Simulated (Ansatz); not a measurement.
# Ga4SeS3: gaps at several levels of theory

Aim: the band edges of Ga4SeS3 at several levels of theory, all at one geometry, and what each level costs.

Program: Ansatz 0.2.0. Level of theory: DFT PBE+D3(BJ), scalar-relativistic, plane waves, PAW. These are calculated values, not measurements.

That is the level of the relaxation; later steps name their own.

### Step 1. The starting structure

Symmetry: Pmn2_1, No. 31, orthorhombic system. The conventional cell has a = 3.619 Å, b = 6.269 Å, c = 15.648 Å, α = 90.00°, β = 90.00°, γ = 90.00°. Ga (site symmetry m) has 2 Se at 2.36 Å and 1 S at 2.36 Å and 1 Ga at 2.50 Å as nearest neighbours. Around Ga (site symmetry m) lie 2 S at 2.36 Å and 1 Se at 2.36 Å and 1 Ga at 2.50 Å. Ga (site symmetry m) has 3 S at 2.36 Å and 1 Ga at 2.50 Å as nearest neighbours. Around Se (site symmetry m) lie 3 Ga at 2.36 Å. S (site symmetry m) has 3 Ga at 2.36 Å as nearest neighbours.

Structure file:

```
CELL_PARAMETERS angstrom
7.23843 0.00000 0.00000
-1.80961 3.13433 0.00000
0.00000 0.00000 15.64793
ATOMIC_POSITIONS crystal
Ga 0.16667 0.66667 0.17000
Ga 0.66667 0.66667 0.17000
Ga 0.33333 0.33333 0.67000
Ga 0.83333 0.33333 0.67000
Ga 0.16667 0.66667 0.33000
Ga 0.66667 0.66667 0.33000
Ga 0.33333 0.33333 0.83000
Ga 0.83333 0.33333 0.83000
Se 0.16667 0.66667 0.60000
S 0.66667 0.66667 0.60000
Se 0.33333 0.33333 0.10000
S 0.83333 0.33333 0.10000
S 0.16667 0.66667 0.90000
S 0.66667 0.66667 0.90000
S 0.33333 0.33333 0.40000
S 0.83333 0.33333 0.40000
```

(A quick probe on a coarse mesh, which set the mesh and smearing, is not shown.)

### Step 3. Coarse relaxation

Contents of input.yaml:

```yaml
crystal:
  lattice:
    - [7.23843102, 0.0, 0.0]
    - [-1.80960775, 3.13433257, 0.0]
    - [0.0, 0.0, 15.64793316]
  atoms:
    - { symbol: Ga, position: [0.16666667, 0.66666667, 0.17] }
    - { symbol: Ga, position: [0.66666667, 0.66666667, 0.17] }
    - { symbol: Ga, position: [0.33333333, 0.33333333, 0.67] }
    - { symbol: Ga, position: [0.83333333, 0.33333333, 0.67] }
    - { symbol: Ga, position: [0.16666667, 0.66666667, 0.33] }
    - { symbol: Ga, position: [0.66666667, 0.66666667, 0.33] }
    - { symbol: Ga, position: [0.33333333, 0.33333333, 0.83] }
    - { symbol: Ga, position: [0.83333333, 0.33333333, 0.83] }
    - { symbol: Se, position: [0.16666667, 0.66666667, 0.6] }
    - { symbol: S, position: [0.66666667, 0.66666667, 0.6] }
    - { symbol: Se, position: [0.33333333, 0.33333333, 0.1] }
    - { symbol: S, position: [0.83333333, 0.33333333, 0.1] }
    - { symbol: S, position: [0.16666667, 0.66666667, 0.9] }
    - { symbol: S, position: [0.66666667, 0.66666667, 0.9] }
    - { symbol: S, position: [0.33333333, 0.33333333, 0.4] }
    - { symbol: S, position: [0.83333333, 0.33333333, 0.4] }
basis:
  ecutwfc: 420
kpoints:
  mp_grid: { grid: [6, 6, 2] }
hamiltonian:
  xc: pbe
  dispersion: d3bj
scf:
  occupations: { method: gaussian, width: 0.1 }
output:
  forces: true
  stress: true
  eigenvalues: true
relax:
  adjacent_minimum: "off"
  f_tol: 0.05
  max_steps: 80
  cell: { stress_tol: 0.5 }
```

On the command line:

```sh
$ ansatz run input.yaml --threads 4 --pin off --max-ram 10240MiB --backend cpu --events-out ev --progress --plain --runs-dir out
```

Further runs follow: full relaxation; band edges over the whole zone; levels with PBE+D3(BJ); the run at PBE+D3(BJ) on the hybrid's mesh; levels with HSE06; the run at PBE+D3(BJ), spin-orbit coupling.

Q: Predict the outcome of this session. Wanted: relaxed cell; volume; gap, PBE+D3(BJ); gap, HSE06; gap, PBE+D3(BJ), spin-orbit coupling.

As calculated:

| quantity | value |
| --- | --- |
| relaxed cell | a = 3.636 Å, b = 6.293 Å, c = 15.611 Å, α = 90.00°, β = 90.00°, γ = 90.00° |
| space group (0.01 Å) | Pmn2_1 (No. 31) |
| volume | 22.33 Å³/atom |
| gap, PBE+D3(BJ) | 1.43 eV, direct |
| gap, HSE06 | 2.15 eV, direct |
| gap, PBE+D3(BJ), spin-orbit coupling | 1.43 eV, direct |

In words: Relaxation raised the volume by 0.6 %. The gap runs from 1.43 eV (PBE+D3(BJ), spin-orbit coupling) to 2.15 eV (HSE06). PBE+D3(BJ), spin-orbit coupling took about 11 times the CPU time of PBE+D3(BJ), on unlike meshes where the table says so.
